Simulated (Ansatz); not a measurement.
# GeHS2: the cost of one run

Program: Ansatz 0.2.0, Gaussian basis. Level of theory: UKS PBE0/def2-TZVP. These are calculated values, not measurements.

**1. The starting structure**

4 atoms, charge 0, spin multiplicity 2.

Atoms are counted from 1 here; the program's logs count them from 0.

Bond lengths: S1–Ge2 2.105 Å, Ge2–S3 2.105 Å, Ge2–H4 1.559 Å. Angles: S1–Ge2–S3 118.7°, S1–Ge2–H4 120.7°, S3–Ge2–H4 120.7°.

The start was built by rule and, where that kept it together, relaxed with GFN2-xTB. Sticks and bond lists go by distance. No spin-orbit coupling is included. 

**2. Relaxation**

Input file in.yaml:

```yaml
crystal:
  periodic: [false, false, false]
  atoms:
    - {symbol: S, position_ang: [-1.812481, -0.578996, -0.005282]}
    - {symbol: Ge, position_ang: [0.001634, 0.488117, 0.003992]}
    - {symbol: S, position_ang: [1.808565, -0.591124, -0.004287]}
    - {symbol: H, position_ang: [0.006851, 2.046814, 0.016738]}
basis:
  gaussian: {orbitals: def2-TZVP}
magnetization: {spin_polarized: true, initial_magnetization: 1}
hamiltonian: {xc: pbe0}
relax: {f_tol: 0.004, max_steps: 80}
```

Started as:

```
$ ansatz run in.yaml --threads 1 --pin off --events-out ev --progress --plain --max-ram 2176MiB
```

What time and memory should one allow on 1 thread of Arm Neoverse V1, shared host?

About 85 s, with a peak of 0.58 GiB.
